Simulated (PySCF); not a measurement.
**[SiF3]− (SMILES F[Si-](F)F): BCCD(T)/STO-6G**

What is the energy change on altering one bond length of [SiF3]− at BCCD(T)/STO-6G? Input form: a Python script.

The calculation is run with PySCF 2.14.0.

7 further runs of the same task are left out: 7 set aside as unsound or not needed.

### 1 Starting point

[SiF3]−: 4 atoms, total charge -1, spin state singlet. SMILES: `F[Si-](F)F`. Geometry: relaxed at GFN2-xTB.

Bond lengths: Si1–F2 1.693 Å, Si1–F3 1.696 Å, Si1–F4 1.697 Å. Angles: F2–Si1–F3 93.7°, F2–Si1–F4 93.6°, F3–Si1–F4 93.7°.

### 2 A single-point energy at BCCD(T)/STO-6G

File run.py:

```python
from pyscf import gto, cc
from pyscf.cc.bccd import bccd_kernel_

molecule = gto.Mole()
molecule.atom = '''
Si    -0.008447     0.010904     1.294557
F      2.699115    -0.058506    -0.409976
F     -1.298828     2.362630    -0.458844
F     -1.391840    -2.315028    -0.425755
'''
molecule.basis = 'sto-6g'
molecule.verbose = 3
molecule.spin = 0
molecule.unit = 'bohr'
molecule.charge = -1
molecule.max_memory = 1860
molecule.build()

mf = molecule.RHF()
mf.conv_tol = 1e-10
mf.kernel()
if not mf.converged:
    mf = mf.newton().run(mf.mo_coeff, mf.mo_occ)

mycc = cc.CCSD(mf, frozen=8).run()
mycc = bccd_kernel_(mycc, diis=True)
e_t = mycc.ccsd_t()
energy = mycc.e_tot + e_t
print('Final energy', energy)
```

Command:

```
$ OMP_NUM_THREADS=1 python run.py
```

What it wrote:

```text
converged SCF energy = -584.669830066919
E(CCSD) = -584.7428313157459  E_corr = -0.07300124882716488
BCCD loop starts.

******** <class 'pyscf.cc.ccsd.CCSD'> ********
CC2 = 0
CCSD nocc = 13, nmo = 16
frozen orbitals 8
max_cycle = 50
direct = 0
conv_tol = 1e-07
conv_tol_normt = 1e-05
diis_space = 6
diis_start_cycle = 0
diis_start_energy_diff = 1e+09
Init E_corr(CCSD) = -0.0720119391236395
cycle = 1  E_corr(CCSD) = -0.0810423176939999  dE = -0.00903037857  norm(t1,t2) = 0.0489583
cycle = 2  E_corr(CCSD) = -0.0774609259381541  dE = 0.00358139176  norm(t1,t2) = 0.0101808
cycle = 3  E_corr(CCSD) = -0.0778365923435552  dE = -0.000375666405  norm(t1,t2) = 0.00556024
cycle = 4  E_corr(CCSD) = -0.0774888096215137  dE = 0.000347782722  norm(t1,t2) = 0.00192189
cycle = 5  E_corr(CCSD) = -0.0774804545615492  dE = 8.35505996e-06  norm(t1,t2) = 0.000308131
cycle = 6  E_corr(CCSD) = -0.0774846623632505  dE = -4.2078017e-06  norm(t1,t2) = 0.000127419
cycle = 7  E_corr(CCSD) = -0.0774864381751535  dE = -1.7758119e-06  norm(t1,t2) = 2.41257e-05
cycle = 8  E_corr(CCSD) = -0.0774865688864826  dE = -1.30711329e-07  norm(t1,t2) = 6.88737e-06
cycle = 9  E_corr(CCSD) = -0.0774865607710663  dE = 8.1154163e-09  norm(t1,t2) = 2.4828e-06
CCSD converged
E(CCSD) = -584.7420027841209  E_corr = -0.07748656077106628
BCC iter:    0  E:    -584.742002784121  dE:    8.285e-04  |t1|:    6.228e-03

******** <class 'pyscf.cc.ccsd.CCSD'> ********
CC2 = 0
CCSD nocc = 13, nmo = 16
frozen orbitals 8
max_cycle = 50
direct = 0
conv_tol = 1e-07
conv_tol_normt = 1e-05
diis_space = 6
diis_start_cycle = 0
diis_start_energy_diff = 1e+09
Init E_corr(CCSD) = -0.0769840770282593
cycle = 1  E_corr(CCSD) = -0.0761580540903232  dE = 0.000826022938  norm(t1,t2) = 0.00561225
cycle = 2  E_corr(CCSD) = -0.0765012742081864  dE = -0.000343220118  norm(t1,t2) = 0.00101754
cycle = 3  E_corr(CCSD) = -0.0764794828373603  dE = 2.17913708e-05  norm(t1,t2) = 0.000465641
cycle = 4  E_corr(CCSD) = -0.0765190019555536  dE = -3.95191182e-05  norm(t1,t2) = 0.000146908
cycle = 5  E_corr(CCSD) = -0.0765206226861856  dE = -1.62073063e-06  norm(t1,t2) = 1.72736e-05
cycle = 6  E_corr(CCSD) = -0.0765211773879786  dE = -5.54701793e-07  norm(t1,t2) = 7.12951e-06
cycle = 7  E_corr(CCSD) = -0.0765212758033676  dE = -9.8415389e-08  norm(t1,t2) = 2.19904e-06
CCSD converged
E(CCSD) = -584.7420735874163  E_corr = -0.07652127580336755
BCC iter:    1  E:    -584.742073587416  dE:   -7.080e-05  |t1|:    2.424e-04

******** <class 'pyscf.cc.ccsd.CCSD'> ********
CC2 = 0
CCSD nocc = 13, nmo = 16
frozen orbitals 8
max_cycle = 50
direct = 0
conv_tol = 1e-07
conv_tol_normt = 1e-05
diis_space = 6
diis_start_cycle = 0
diis_start_energy_diff = 1e+09
Init E_corr(CCSD) = -0.0765383680257267
cycle = 1  E_corr(CCSD) = -0.0765711813189822  dE = -3.28132933e-05  norm(t1,t2) = 0.000213146
cycle = 2  E_corr(CCSD) = -0.0765565120463568  dE = 1.46692726e-05  norm(t1,t2) = 3.95699e-05
cycle = 3  E_corr(CCSD) = -0.0765577974065454  dE = -1.28536019e-06  norm(t1,t2) = 2.1347e-05
cycle = 4  E_corr(CCSD) = -0.0765564387883379  dE = 1.35861821e-06  norm(t1,t2) = 6.98941e-06
cycle = 5  E_corr(CCSD) = -0.0765564397279246  dE = -9.395867e-10  norm(t1,t2) = 1.26483e-06
CCSD converged
E(CCSD) = -584.742070282044  E_corr = -0.07655643972792463
BCC iter:    2  E:    -584.742070282044  dE:    3.305e-06  |t1|:    1.225e-06
CCSD(T) correction = -0.00449220473438698
Final energy -584.7465624867785
```

Run time: 1.4 s. Hardware: 1 thread of Arm Neoverse V1, shared host; peak memory 0.12 GiB.

### 3 The distorted shape, same level

File job.py:

```python
from pyscf import gto, scf, cc
from pyscf.cc.bccd import bccd_kernel_

mol = gto.M(
    atom='''
Si  -0.720867   0.024135   1.136054
F    1.428310  -0.030960  -0.216950
F   -1.403707   1.268615   0.208194
F   -1.452927  -1.206695   0.225704
''',
    basis='sto-6g',
    charge=-1,
    max_memory=1860,
    verbose=3,
)

hf = scf.RHF(mol)
hf.conv_tol = 1e-10
hf.kernel()
if not hf.converged:
    hf = hf.newton().run(hf.mo_coeff, hf.mo_occ)

mycc = cc.CCSD(hf, frozen=8).run()
mycc = bccd_kernel_(mycc, diis=True)
e_t = mycc.ccsd_t()
etot = mycc.e_tot + e_t
print('E = %.10f Eh' % etot)
```

Command:

```
$ OMP_NUM_THREADS=1 python job.py
```

What it wrote:

```text
converged SCF energy = -584.508567863683
E(CCSD) = -584.6200917566741  E_corr = -0.1115238929912903
BCCD loop starts.

[... 29 lines left out ...]
CCSD converged
[... 27 lines left out ...]
CCSD converged
[... 24 lines left out ...]
CCSD converged
[... 22 lines left out ...]
CCSD converged
[... 3 lines left out ...]
******** <class 'pyscf.cc.ccsd.CCSD'> ********
CC2 = 0
CCSD nocc = 13, nmo = 16
frozen orbitals 8
max_cycle = 50
direct = 0
conv_tol = 1e-07
conv_tol_normt = 1e-05
diis_space = 6
diis_start_cycle = 0
diis_start_energy_diff = 1e+09
Init E_corr(CCSD) = -0.131863513837595
cycle = 1  E_corr(CCSD) = -0.131863681959694  dE = -1.681221e-07  norm(t1,t2) = 8.59701e-06
cycle = 2  E_corr(CCSD) = -0.131863510045164  dE = 1.7191453e-07  norm(t1,t2) = 2.93486e-06
cycle = 3  E_corr(CCSD) = -0.131863660562414  dE = -1.5051725e-07  norm(t1,t2) = 2.07705e-06
cycle = 4  E_corr(CCSD) = -0.131863628707038  dE = 3.18553756e-08  norm(t1,t2) = 4.84889e-07
CCSD converged
E(CCSD) = -584.6191921410508  E_corr = -0.1318636287070385
BCC iter:    4  E:    -584.619192141051  dE:   -1.233e-07  |t1|:    6.891e-06
CCSD(T) correction = -0.00619841165021209
E = -584.6253905527 Eh
```

Wall time 1.8 s (1 thread of Arm Neoverse V1, shared host); peak memory 0.1 GiB.

### 4 Outcome

Level: BCCD(T)/STO-6G, 8 core orbitals frozen.

| quantity | value |
| --- | --- |
| first shape: total energy | -584.74656 Eh |
| first shape: correlation energy (8 core orbitals frozen) | -76.7 mEh |
| first shape: (T) correction | -4.49 mEh |
| distorted shape: total energy | -584.62539 Eh |
| distorted shape: correlation energy (8 core orbitals frozen) | -116.8 mEh |
| distorted shape: (T) correction | -6.20 mEh |
| energy change with the Si1–F2 bond stretched from 1.693 to 2.540 Å | 3.297 eV |

**Reading.** With the Si1–F2 bond stretched from 1.693 to 2.540 Å the energy rises by 3.30 eV (318 kJ/mol). The first shape isn't relaxed at this level, so the change isn't measured from a minimum. The minimal basis adds a large error of its own. The triples (first shape) make up 5.9 % of the correlation energy. The triples (distorted shape) make up 5.3 % of the correlation energy.
